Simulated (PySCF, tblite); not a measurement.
# C5H10BO2 radical: geometry, infrared bands and EPR parameters

Wanted: the infrared bands and EPR parameters of C5H10BO2 radical (`CC[C@H]1CCO[B]O1`), by calculation.

The runs use tblite 0.8.0 and PySCF 2.14.0, with density-fitted response routines of our own; the level of theory stands in each step. All values are computed, except where a source is named. Atoms are numbered from 0 throughout.

## (1) The starting structure

18 atoms, charge 0, multiplicity 2; geometry from: force field or distance geometry start.

Bonds of the start (Å): C0–C1 1.52, C1–C2 1.51, C2–C3 1.51, C3–C4 1.50, C4–O5 1.38, O5–B6 1.46, B6–O7 1.47, O7–C2 1.40, C0–H8 1.10, C0–H9 1.10, C0–H10 1.11, C1–H11 1.13, C1–H12 1.09, C2–H13 1.12, C3–H14 1.13, C3–H15 1.10, C4–H16 1.11, C4–H17 1.12.

## (2) Geometry optimisation with GFN2-xTB

What the job is given:

```
{"job": {"kind": "relax", "xc": "GFN2-xTB", "basis": "xTB"}, "charge": 0, "multiplicity": 2}
C      2.506900     0.387600    -0.474800
C      1.329500    -0.427400     0.026200
C      0.067500     0.140200    -0.583500
C     -1.056000    -0.713900    -0.044800
C     -2.423600    -0.231600    -0.433100
O     -2.419100     1.079700    -0.875200
B     -1.403000     1.864700    -0.177300
O      0.009400     1.465200    -0.125800
H      2.519900     1.400600    -0.049300
H      2.423500     0.461600    -1.564700
H      3.423800    -0.145100    -0.150600
H      1.286300    -0.260500     1.143900
H      1.394400    -1.493700    -0.181000
H      0.100600     0.091600    -1.701900
H     -0.928500    -0.714000     1.076600
H     -0.948100    -1.734500    -0.432200
H     -2.855000    -0.870400    -1.233300
H     -3.037100    -0.293900     0.504200
```

The run is started by

```bash
OMP_NUM_THREADS=1 python probes_run.py task.json out
```

One launch serves the whole session: the jobs run in the order shown.

The log of the run:

```text
step      E/eV     max force
  0    -683.94477    4.295
  1    -684.40753    2.422
  2    -684.60011    2.082
  3    -684.68057    1.154
  4    -684.80182    0.730
  5    -684.84167    0.850
  6    -684.89071    0.716
  7    -684.91356    0.338
  8    -684.93053    0.385
  9    -684.94600    0.398
 10    -684.96109    0.384
 11    -684.97077    0.265
 12    -684.97889    0.213
 13    -684.98766    0.249
 14    -684.99724    0.278
 15    -685.00483    0.209
 16    -685.00978    0.179
 17    -685.01427    0.215
 18    -685.02012    0.238
 19    -685.02737    0.213
 20    -685.03541    0.242
 21    -685.04408    0.261
 22    -685.05448    0.270
 23    -685.06809    0.311
 24    -685.08350    0.304
 25    -685.09603    0.259
 26    -685.10442    0.196
 27    -685.10738    0.285
 28    -685.11163    0.184
 29    -685.11447    0.087
 30    -685.11665    0.069
 31    -685.11757    0.064
 32    -685.11830    0.060
 33    -685.11879    0.046
 34    -685.11919    0.047
 35    -685.11957    0.050
 36    -685.11999    0.044
 37    -685.12041    0.051
 38    -685.12082    0.047
 39    -685.12122    0.050
 40    -685.12162    0.048
 41    -685.12201    0.047
 42    -685.12236    0.046
 43    -685.12271    0.046
 44    -685.12311    0.050
 45    -685.12356    0.050
 46    -685.12409    0.046
 47    -685.12470    0.056
 48    -685.12542    0.065
 49    -685.12619    0.073
 50    -685.12691    0.066
 51    -685.12753    0.056
 52    -685.12806    0.052
 53    -685.12856    0.042
 54    -685.12895    0.039
 55    -685.12916    0.031
 56    -685.12928    0.028
 57    -685.12939    0.023
 58    -685.12951    0.026
 59    -685.12960    0.028
 60    -685.12968    0.030
 61    -685.12975    0.026
 62    -685.12984    0.023
 63    -685.12995    0.028
 64    -685.13008    0.028
 65    -685.13022    0.030
 66    -685.13039    0.033
 67    -685.13062    0.040
 68    -685.13091    0.042
 69    -685.13124    0.052
 70    -685.13157    0.051
 71    -685.13187    0.045
 72    -685.13217    0.034
 73    -685.13242    0.032
 74    -685.13260    0.028
 75    -685.13271    0.022
 76    -685.13275    0.013
 77    -685.13278    0.009
```

Run time: 0.34 s. Hardware: 1 thread of Intel Xeon 6975P-C, shared host.

Along the way: (not every step is listed)

```tsv
step	energy from step 0 (eV)	largest force (eV/Å)
0	0.0000	4.2954
1	-0.4628	2.4218
2	-0.6553	2.0825
3	-0.7358	1.1536
4	-0.8571	0.7301
5	-0.8969	0.8497
6	-0.9459	0.7157
7	-0.9688	0.3380
8	-0.9858	0.3851
14	-1.0525	0.2782
20	-1.0906	0.2419
26	-1.1597	0.1959
32	-1.1735	0.0596
38	-1.1761	0.0471
44	-1.1783	0.0501
50	-1.1821	0.0662
56	-1.1845	0.0279
62	-1.1851	0.0232
68	-1.1861	0.0415
72	-1.1874	0.0340
73	-1.1877	0.0323
74	-1.1878	0.0279
75	-1.1879	0.0217
76	-1.1880	0.0135
77	-1.1880	0.0092
```

Distances of close pairs at the start and the end, largest changes first:

```tsv
bond	before (Å)	after (Å)	change (Å)
B6–O7	1.469	1.342	-0.126
O5–B6	1.461	1.349	-0.113
C4–O5	1.384	1.429	+0.046
C1–H11	1.131	1.092	-0.039
C3–H14	1.129	1.093	-0.036
C2–O7	1.403	1.438	+0.035
C4–H17	1.122	1.094	-0.028
C3–C4	1.501	1.526	+0.025
```

The end geometry stands in the next job.

## (3) Vibrational analysis with GFN2-xTB

What the job is given:

```
{"job": {"kind": "ir", "xc": "GFN2-xTB", "basis": "xTB"}, "charge": 0, "multiplicity": 2}
C      2.558872     0.354620    -0.580732
C      1.397701    -0.377131     0.080317
C      0.054817     0.046517    -0.514114
C     -1.110960    -0.776255     0.038671
C     -2.433889    -0.199081    -0.456265
O     -2.525142     1.198765    -0.172191
B     -1.394459     1.926497    -0.068946
O     -0.153184     1.439375    -0.224142
H      2.414084     1.427562    -0.490079
H      2.618390     0.100925    -1.636898
H      3.498384     0.084505    -0.105394
H      1.387751    -0.157008     1.149465
H      1.509568    -1.456291    -0.047097
H      0.091122    -0.052074    -1.608882
H     -1.087106    -0.724492     1.129886
H     -1.018649    -1.819083    -0.268838
H     -2.532755    -0.332229    -1.540519
H     -3.283305    -0.678805     0.039342
```

The log of the run:

```text
mode    cm-1     km/mol
  1      81.8      0.10
  2      92.6      0.72
  3     178.6      0.54
  4     210.4      0.76
  5     253.7      0.20
  6     345.8      4.23
  7     367.7     12.01
  8     450.5      8.33
  9     488.5      4.32
 10     496.2      8.87
 11     701.1     12.73
 12     779.5      4.79
 13     847.2     25.18
 14     873.1      5.85
 15     900.9      9.64
 16     975.5      5.12
 17     987.1     14.83
 18    1032.5      5.91
 19    1075.9     21.43
 20    1084.3     20.41
 21    1091.3     10.08
 22    1120.0      2.98
 23    1136.0      7.79
 24    1154.4    177.98
 25    1189.5    101.53
 26    1199.0     86.76
 27    1249.2     16.15
 28    1266.5     12.44
 29    1296.6     14.88
 30    1316.8     54.41
 31    1329.9     22.29
 32    1351.7      0.79
 33    1408.2      1.60
 34    1456.2      0.88
 35    1470.9      0.49
 36    1472.4      0.40
 37    1495.8      3.02
 38    1501.8      3.46
 39    2867.5     45.82
 40    2903.1     46.53
 41    2939.8     38.69
 42    2967.1     23.85
 43    2975.7     61.45
 44    2980.0     27.69
 45    2988.5     41.42
 46    3033.4     49.74
 47    3041.0     41.23
 48    3055.6     19.48
```

It took 0.4 s on 1 thread of Intel Xeon 6975P-C, shared host.

The strongest bands and the atoms that carry them (share of the mass-weighted mode):

```tsv
cm⁻¹	km/mol	atoms
1154	178.0	B6 30 %, H13 20 %, H16 14 %
1190	101.5	H17 23 %, B6 16 %, H16 12 %
1199	86.8	H15 32 %, H17 11 %, H14 11 %, H16 11 %
1317	54.4	H17 25 %, H16 25 %, C4 11 %
2868	45.8	H13 93 %
2903	46.5	H16 86 %
2976	61.5	H15 44 %, H14 42 %
3033	49.7	H9 89 %
```

## (4) g tensor and hyperfine couplings: B3LYP/pcH-1

Settings changed since step 3:

```diff
@@ -1,2 +1,2 @@
-{"job": {"kind": "ir", "xc": "GFN2-xTB", "basis": "xTB"}, "charge": 0, "multiplicity": 2}
+{"job": {"kind": "epr", "basis": "pcH-1"}, "charge": 0, "multiplicity": 2}
 C      2.558872     0.354620    -0.580732
```

With the program's defaults for keys left out, this is: UKS B3LYP, pcH-1 on B C H O, non-relativistic, mean-field spin-orbit, GIAO.

The log of the run:

```text
UKS, coarse grid
  cycle   1  E = -371.74550394  |g| = 6.50e-01
  cycle   2  E = -371.54276973  |g| = 1.00e+00
  cycle   3  E = -371.89920728  |g| = 8.39e-02
  cycle   4  E = -371.90145599  |g| = 3.78e-02
  cycle   5  E = -371.90209457  |g| = 8.10e-03
  cycle   6  E = -371.90211483  |g| = 4.48e-03
  cycle   7  E = -371.90212161  |g| = 9.27e-04
UKS, final grid
  cycle   1  E = -371.90213733  |g| = 1.53e-03
  cycle   2  E = -371.90213532  |g| = 2.88e-03
  cycle   3  E = -371.90213816  |g| = 1.34e-04
  cycle   4  E = -371.90213817  |g| = 4.28e-05
  cycle   5  E = -371.90213817  |g| = 2.42e-05
E = -371.90213817 Eh   <S^2> = 0.7518 (exact 0.7500)
g shifts (ppm)      1          2          3
  rmc          -129       -129       -129
  gc             24         20        -33
  oz_so       -1463       -314        619
  total       -1568       -422        457
hyperfine (MHz)  atom isotope    a_iso     a_fc   dipolar eigenvalues
    0   13C       0.03       0.03     -0.23     -0.18      0.41
    1   13C      -1.22      -1.22     -0.34     -0.31      0.65
    2   13C      24.28      24.28     -4.93     -4.58      9.51
    3   13C      -3.20      -3.20     -0.59     -0.52      1.11
    4   13C      26.25      26.25     -4.71     -4.36      9.07
    5   17O    -153.48    -153.48     -8.85      1.30      7.55
    6   11B     729.45     729.45    -35.98    -29.79     65.77
    7   17O    -151.54    -151.54     -8.88      1.32      7.56
    8    1H      -0.07      -0.07     -1.23     -1.05      2.28
    9    1H      -0.05      -0.05     -0.70     -0.60      1.30
   10    1H      -0.17      -0.17     -0.51     -0.45      0.96
   11    1H       0.96       0.96     -1.31     -1.03      2.34
   12    1H       3.77       3.77     -0.82     -0.66      1.47
   13    1H      -2.87      -2.87     -3.07     -1.04      4.11
   14    1H       2.73       2.73     -1.73     -1.66      3.39
   15    1H      14.70      14.70     -1.09     -0.84      1.93
   16    1H      -3.33      -3.33     -3.02     -1.13      4.15
   17    1H      -2.43      -2.43     -2.96     -1.31      4.27
```

Wall time 53 s (1 thread of Intel Xeon 6975P-C, shared host); peak memory 0.97 GiB.

Principal g values 2.00075, 2.00190, 2.00278; g(iso) = 2.00181, against 2.00232 for a free electron.

Hyperfine couplings; where a row names several nuclei, a(iso) is their mean (it holds for fast rotation or exchange) and the dipolar term the largest among them:

```tsv
nuclei	isotope	a(iso) (MHz)	a(iso) (G, at g = 2.0023)	largest dipolar term (MHz)
B6	11B	729.5	260.3	65.8
O5	17O	-153.5	-54.8	-8.8
O7	17O	-151.5	-54.1	-8.9
C4	13C	26.3	9.4	9.1
C2	13C	24.3	8.7	9.5
H15	1H	14.7	5.2	1.9
H12	1H	3.8	1.3	1.5
H16	1H	-3.3	-1.2	4.1
C3	13C	-3.2	-1.1	1.1
H13	1H	-2.9	-1.0	4.1
H14	1H	2.7	1.0	3.4
H17	1H	-2.4	-0.9	4.3
C1	13C	-1.2	-0.4	0.6
H11	1H	1.0	0.3	2.3
```

Mulliken spin populations:

C0 0.00; C1 0.00; C2 0.04; C3 -0.01; C4 0.04; O5 -0.02; B6 0.96; O7 -0.02; H8 0.00; H9 0.00; H10 0.00; H11 0.00; H12 0.00; H13 0.00; H14 0.00; H15 0.01; H16 0.00; H17 0.00

In first order the couplings over 0.8 MHz of 11B, 1H give 512 distinct lines over 791.8 G, if the averaged nuclei exchange fast; the same motion can average rows kept apart here too.

Orbitals, density, ELF and potential are computed afterwards from the orbital file.

ELF in a plane through or near 8 of the atoms.

Ten even steps from '0' (0.00) to '9' (1.00):
```
0000000000000000000000000000
0000000000000013542000000000
0000000000000027996200000000
0000000000000015885100000000
0000000230001224663110000000
0000004895015755344554200000
0000017999016887358887300000
0000015999103775237785100000
0000134777201562016751000000
0002688245536124134143200000
0004999749769269586289971000
0003899546447577168699992000
0000475116995147564279981000
0000010019997049994016820000
0000000039997059995000000000
0000000018993029993000000000
0000000001320003530000000000
0000000000000000000000000000
0000000000000000000000000000
0000000000000000000000000000
```
The map spans 12.2 Å across and 9.0 Å up, centred on the molecule. Atoms in the plane (x, y in Å): C1 (-1.4, -0.5), C3 (1.2, -0.8), O5 (2.5, 1.3), O7 (0.1, 1.4), H8 (-2.5, 1.3), H10 (-3.5, -0.2), H12 (-1.4, -1.6), H17 (3.3, -0.5).

On the surface of density 0.002 e/bohr³ the electrostatic potential runs, from the 1st to the 99th percentile, from -1.37 V near O5 to 1.11 V near H15.

The spin density lies nearest to B6 82 %.

## (5) Outcome

| quantity | value |
| --- | --- |
| strongest single infrared mode (GFN2-xTB) | 1154 cm⁻¹, 178 km/mol |
| zero-point energy (GFN2-xTB) | 93.6 kcal/mol |
| g(iso) (B3LYP) | 2.00181 |
| ⟨S²⟩ | 0.752 (exact 0.75) |
| largest a(iso) (averaged by class) | 11B on B6, 729.5 MHz |
| potential on the surface of density 0.002 e/bohr³, 1st and 99th percentile | -1.37 V and 1.11 V |

In words: Over 77 steps the energy fell by 1.188 eV; of the close pairs, B6–O7 changed most, 1.469 to 1.342 Å. No mode is imaginary among the 48: a minimum at this level. The strongest single mode, at 1154 cm⁻¹, is spread over several atoms, B6, H13, H16 among them. Unscaled tight-binding wavenumbers are off by several per cent, some by more. Its intensities can rank the bands wrongly. Most of the unpaired spin sits on B6 (0.96 e). The isotropic g lies 0.5 ppt below the free-electron value. These values are for one conformer; the search (at its own cheap level) found 2 more, at 0.01, 0.07 kcal/mol (those within 0.05 may be mirror or relabelled copies), and measured spectra average over such forms.
